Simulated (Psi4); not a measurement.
# C3H5Br (allyl bromide): levels of theory compared

Wanted: a comparison of 3 runs (HF/STO-3G, HF/3-21G, wB97X-V/6-31G*) of C3H5Br (allyl bromide). 

The calculation is run with Psi4 1.11.

2 further runs of the same task are left out: 2 set aside as unsound or not needed.

### 1 The structure to begin with

C3H5Br has 9 atoms, charge 0, and is taken as a singlet. As SMILES, `C=CCBr`. The C1–C2 distance was set to 2.917 Å, away from the relaxed value. At this shape a bond of the SMILES string is far longer than usual.

Bond lengths: C2–C3 1.478 Å, C3–Br4 1.962 Å, C1–H5 1.083 Å, C1–H6 1.085 Å, C2–H7 1.086 Å, C3–H8 1.088 Å, C3–H9 1.089 Å. Angles: C2–C3–Br4 110.8°, C2–C3–H8 112.4°, C2–C3–H9 112.6°, Br4–C3–H8 106.1°, Br4–C3–H9 104.4°, C3–C2–H7 116.3°, H8–C3–H9 110.0°, H5–C1–H6 117.1°.

### 2 Energy and gradient at HF/STO-3G (run 1)

Input file c3h5br.xyz:

```xyz
9
C3H5Br
C     -1.082737     2.707447    -0.500346
C      0.342750     0.164230    -0.422840
C      0.141850    -0.848590     0.635190
Br    -0.595010    -2.504330    -0.115360
H     -0.897607     3.435867    -1.280516
H     -1.821617     2.965337     0.251744
H      1.069630    -0.080720    -1.192280
H     -0.565270    -0.521580     1.394200
H      1.075430    -1.156050     1.103410
```

Input file c3h5br.py:

```python
import psi4

psi4.set_memory(1600000000)
psi4.set_num_threads(1)
psi4.set_output_file('output.dat', False)

with open('c3h5br.xyz') as f:
    atoms = ''.join(f.readlines()[2:])
mol = psi4.geometry('0 1\n' + atoms + 'symmetry c1')

psi4.set_options(dict(basis='STO-3G', reference='rhf', puream=True, e_convergence=1e-09, d_convergence=1e-08, scf_type='pk'))

result, w = psi4.gradient("scf", molecule=mol, return_wfn=True)
psi4.oeprop(w, "WIBERG_LOWDIN_INDICES", "QUADRUPOLE", "LOWDIN_CHARGES")
print('gradient / Eh bohr^-1')
print(result.np.round(6))
print(f'energy = {w.energy():.10f} Eh')
for k, v in sorted(psi4.core.scalar_variables().items()):
    print(f'{k:45s} {v:18.10f}')
```

Command:

```bash
python c3h5br.py
```

output.dat:

```text
[...]
  Running in c1 symmetry.
[...]
  Nuclear repulsion =  194.595000902203935
[...]
  Multiplicity = 1
[...]
  Nalpha       = 29
  Nbeta        = 29
[...]
    Number of basis functions: 38
[...]
   @RHF iter   1: -2659.26393600997426   -3.95992e+00   7.59286e-03 DIIS/ADIIS
[...]
   @RHF iter  15: -2659.39152220602955   -3.18323e-12   6.96640e-09 DIIS
[...]
    Orbital Energies [Eh]
    ---------------------
    Doubly Occupied:
       1A   -484.467416     2A    -63.194075     3A    -57.744231
       4A    -57.741826     5A    -57.741795     6A    -11.086274
       7A    -10.992924     8A    -10.975492     9A     -9.141012
      10A     -6.892711    11A     -6.879876    12A     -6.879661
      13A     -2.249612    14A     -2.244988    15A     -2.244811
      16A     -2.231697    17A     -2.231697    18A     -1.016014
      19A     -0.831124    20A     -0.818879    21A     -0.736376
      22A     -0.588400    23A     -0.523295    24A     -0.510782
      25A     -0.438921    26A     -0.321984    27A     -0.314885
      28A     -0.291141    29A     -0.217661
[...]
  @RHF Final Energy: -2659.39152220602955
   => Energetics <=
    Nuclear Repulsion Energy =            194.5950009022039353
    One-Electron Energy =               -4104.8739275809111859
    Two-Electron Energy =                1250.8874044726776447
    Total Energy =                      -2659.3915222060295491
[...]
  -Total Gradient:
     Atom            X                  Y                   Z
    ------   -----------------  -----------------  -----------------
       1       -0.025056691002     0.047467086141    -0.002645611612
       2        0.014840127561    -0.043028613455     0.006878681252
       3        0.001288070026     0.052738351846    -0.006349555670
       4       -0.004072214684    -0.012627427072    -0.001657676116
       5        0.016151375739    -0.034748187646     0.005163702106
       6        0.019949157928    -0.031839269710    -0.001872849080
       7       -0.017794394266     0.029391474119     0.007306209933
       8       -0.001400831395    -0.002110374304    -0.001391223841
       9       -0.003904599890    -0.005243039828    -0.005431676970
[...]
 Multipole Moments:
 ------------------------------------------------------------------------------------
     Multipole            Electronic (a.u.)      Nuclear  (a.u.)        Total (a.u.)
 ------------------------------------------------------------------------------------
 L = 1.  Multiply by 2.5417464519 to convert [e a0] to [Debye]
 Dipole X            :         -2.0079169            2.2224683            0.2145514
 Dipole Y            :        -19.7076996           20.1974815            0.4897820
 Dipole Z            :         -0.6041217            0.8485325            0.2444109
 Magnitude           :                                                    0.5879246
 L = 2.  Multiply by 1.3450342976 to convert [e a0^2] to [Debye ang]
 Quadrupole XX       :        -79.7080082           56.2815236          -23.4264845
 Quadrupole XY       :         20.8306919          -22.6669967           -1.8363049
[...]
```

Standard output:

```text
gradient / Eh bohr^-1
[[-0.025057  0.047467 -0.002646]
 [ 0.01484  -0.043029  0.006879]
 [ 0.001288  0.052738 -0.00635 ]
 [-0.004072 -0.012627 -0.001658]
 [ 0.016151 -0.034748  0.005164]
 [ 0.019949 -0.031839 -0.001873]
 [-0.017794  0.029391  0.007306]
 [-0.001401 -0.00211  -0.001391]
 [-0.003905 -0.005243 -0.005432]]
energy = -2659.3915222060 Eh
CURRENT ENERGY                                  -2659.3915222060
CURRENT REFERENCE ENERGY                        -2659.3915222060
DD SOLVATION ENERGY                                 0.0000000000
HF KINETIC ENERGY                                2659.6389841011
HF POTENTIAL ENERGY                             -5319.0305063072
HF TOTAL ENERGY                                 -2659.3915222060
HF VIRIAL RATIO                                     1.9999069566
NUCLEAR REPULSION ENERGY                          194.5950009022
ONE-ELECTRON ENERGY                             -4104.8739275809
PCM POLARIZATION ENERGY                             0.0000000000
PE ENERGY                                           0.0000000000
SCF ITERATION ENERGY                            -2659.3915222060
SCF ITERATIONS                                     15.0000000000
SCF TOTAL ENERGY                                -2659.3915222060
TWO-ELECTRON ENERGY                              1250.8874044727
```

Run time: 1.9 s. Hardware: 1 thread of Intel Xeon 6975P-C (Granite Rapids), shared host; peak memory 0.2 GiB.

### 3 The energy at HF/3-21G (run 2)

Input file c3h5br.dat:

```
memory 1600 MB

molecule molecule1 {
  0 1
  C
  C 1 r2
  C 2 r3 1 a3
  Br 3 r4 2 a4 1 d4
  H 1 r5 2 a5 3 d5
  H 1 r6 5 a6 2 d6
  H 2 r7 3 a7 4 d7
  H 3 r8 2 a8 7 d8
  H 3 r9 8 a9 2 d9

  r2 = 2.9165
  r3 = 1.478375
  a3 = 123.36733
  r4 = 1.961572
  a4 = 110.82344
  d4 = 116.3733
  r5 = 1.083298
  a5 = 121.46376
  d5 = 178.81912
  r6 = 1.085399
  a6 = 117.10331
  d6 = 179.97323
  r7 = 1.086459
  a7 = 116.31482
  d7 = -63.97894
  r8 = 1.087681
  a8 = 112.44441
  d8 = 177.51508
  r9 = 1.08873
  a9 = 110.01517
  d9 = 126.40479
  units angstrom
  symmetry c1
}

set {
  basis         3-21G
  puream        true
  e_convergence 1e-09
  d_convergence 1e-08
  scf_type      pk
}

result, w = energy('scf', return_wfn=True)
oeprop(w, 'MAYER_INDICES', 'LOWDIN_CHARGES', 'DIPOLE', title='SCF')
print_variables()
```

Command:

```bash
psi4 c3h5br.dat c3h5br.out -n 1
```

c3h5br.out:

```text
[...]
  Running in c1 symmetry.
[...]
  Nuclear repulsion =  194.594978444979262
[...]
  Multiplicity = 1
[...]
  Nalpha       = 29
  Nbeta        = 29
[...]
    Number of basis functions: 59
[...]
   @RHF iter   1: -2675.33546077067558   -2.62654e+00   6.98274e-03 ADIIS/DIIS
[...]
   @RHF iter  21: -2675.56735791612800   -5.45697e-12   5.92016e-09 DIIS
[...]
    Orbital Energies [Eh]
    ---------------------
    Doubly Occupied:
       1A   -486.770951     2A    -64.778852     3A    -57.967325
       4A    -57.965404     5A    -57.965326     6A    -11.230292
       7A    -11.195515     8A    -11.183624     9A     -9.770949
      10A     -7.352839    11A     -7.342238    12A     -7.341842
      13A     -3.082556    14A     -3.078039    15A     -3.077636
      16A     -3.065610    17A     -3.065610    18A     -1.089483
      19A     -0.939651    20A     -0.869608    21A     -0.790804
      22A     -0.632112    23A     -0.570349    24A     -0.562091
      25A     -0.509283    26A     -0.402256    27A     -0.395447
      28A     -0.359979    29A     -0.272093
[...]
  @RHF Final Energy: -2675.56735791612800
   => Energetics <=
    Nuclear Repulsion Energy =            194.5949784449792617
    One-Electron Energy =               -4113.0691501191504358
    Two-Electron Energy =                1242.9068137580429720
    Total Energy =                      -2675.5673579161280031
[...]
 Multipole Moments:
 ------------------------------------------------------------------------------------
     Multipole            Electronic (a.u.)      Nuclear  (a.u.)        Total (a.u.)
 ------------------------------------------------------------------------------------
 L = 1.  Multiply by 2.5417464519 to convert [e a0] to [Debye]
 Dipole X            :         10.0291931          -10.6196639           -0.5904707
 Dipole Y            :         -5.2641895            5.3340473            0.0698578
 Dipole Z            :         16.0391081          -16.5035874           -0.4644793
 Magnitude           :                                                    0.7545044
[...]
```

It took 1.9 s on 1 thread of Intel Xeon 6975P-C (Granite Rapids), shared host; peak memory 0.22 GiB.

### 4 A single-point energy at wB97X-V/6-31G(d) (spherical functions) (run 3)

Input file c3h5br.in:

```
memory 1600 MB

molecule geom {
  0 1
  C     -1.082737     2.707447    -0.500346
  C      0.342750     0.164230    -0.422840
  C      0.141850    -0.848590     0.635190
  Br    -0.595010    -2.504330    -0.115360
  H     -0.897607     3.435867    -1.280516
  H     -1.821617     2.965337     0.251744
  H      1.069630    -0.080720    -1.192280
  H     -0.565270    -0.521580     1.394200
  H      1.075430    -1.156050     1.103410
  units angstrom
  symmetry c1
}

set basis 6-31G*
set reference rks
set puream true
set e_convergence 1e-09
set d_convergence 1e-08
set scf_type pk
set dft_radial_points 99
set dft_spherical_points 590

result = energy('wb97x-v')
print_variables()
```

Command:

```bash
psi4 c3h5br.in c3h5br.out -n 1
```

c3h5br.out:

```text
[...]
  Running in c1 symmetry.
[...]
  Nuclear repulsion =  194.595000902203935
[...]
  Multiplicity = 1
[...]
  Nalpha       = 29
  Nbeta        = 29
[...]
    Number of basis functions: 84
[...]
   @RKS iter   1: -2690.17497537866257   -2.28384e+00   1.65125e-02 DIIS/ADIIS
[...]
   @RKS iter  31: -2690.46107510389402    1.59162e-11   4.29803e-09 DIIS
[...]
    Orbital Energies [Eh]
    ---------------------
    Doubly Occupied:
       1A   -482.604322     2A    -62.527178     3A    -56.336430
       4A    -56.332523     5A    -56.332370     6A    -10.370081
       7A    -10.358751     8A    -10.353129     9A     -8.803405
      10A     -6.634448    11A     -6.620695    12A     -6.620154
      13A     -2.735518    14A     -2.731864    15A     -2.731446
      16A     -2.720796    17A     -2.720793    18A     -0.962889
      19A     -0.848413    20A     -0.782352    21A     -0.718646
      22A     -0.587210    23A     -0.541563    24A     -0.531150
      25A     -0.507030    26A     -0.390454    27A     -0.384034
      28A     -0.344141    29A     -0.244880
[...]
  @RKS Final Energy: -2690.46107510389402
   => Energetics <=
    Nuclear Repulsion Energy =            194.5950009022039353
    One-Electron Energy =               -4124.7384829416705543
    Two-Electron Energy =                1323.0001890957059913
    DFT Exchange-Correlation Energy =     -83.5554233016699186
    Empirical Dispersion Energy =           0.0000000000000000
    VV10 Nonlocal Energy =                  0.2376411415366980
    Total Energy =                      -2690.4610751038940180
[...]
 Multipole Moments:
 ------------------------------------------------------------------------------------
     Multipole            Electronic (a.u.)      Nuclear  (a.u.)        Total (a.u.)
 ------------------------------------------------------------------------------------
 L = 1.  Multiply by 2.5417464519 to convert [e a0] to [Debye]
 Dipole X            :         -1.9536737            2.2224683            0.2687946
 Dipole Y            :        -19.5913129           20.1974815            0.6061686
 Dipole Z            :         -0.5114098            0.8485325            0.3371228
 Magnitude           :                                                    0.7438701
[...]
```

Wall time 5.4 min (1 thread of Intel Xeon 6975P-C (Granite Rapids), shared host); peak memory 0.79 GiB.

### 5 Overview of the runs

```tsv
run	level	task	integration grid	energy (Eh)	dipole moment (D)	HOMO energy (eV)	LUMO energy (eV)	wall time
1	HF/STO-3G	gradient	–	-2659.391522	1.49	-5.92	5.68	1.9 s
2	HF/3-21G	energy	–	-2675.567358	1.92	-7.40	1.97	1.9 s
3	wB97X-V/6-31G* (spherical functions)	energy	99 radial × 590 angular	-2690.461075	1.89	-6.66	-1.92	5.4 min
```

### 6 Outcome

| quantity | value |
| --- | --- |
| run 3: total energy | -2690.46108 Eh |
| run 3: dipole moment | 1.89 D |
| run 3: HOMO energy | -6.66 eV |
| run 3: LUMO energy | -1.92 eV |
| run 3: HOMO–LUMO gap | 4.75 eV |

What this shows: The dipole moment (its size) runs from 1.49 D (HF/STO-3G) to 1.92 D (HF/3-21G). The HOMO–LUMO gap runs from 4.75 eV (wB97X-V/6-31G*) to 11.60 eV (HF/STO-3G). The two ends differ in method and basis. In run 1 the basis is minimal, so the values are rough. In runs 1, 2, 3 a closed-shell determinant meets a far-stretched bond, which it describes badly. All runs together took 5.5 min, the longest 5.4 min.
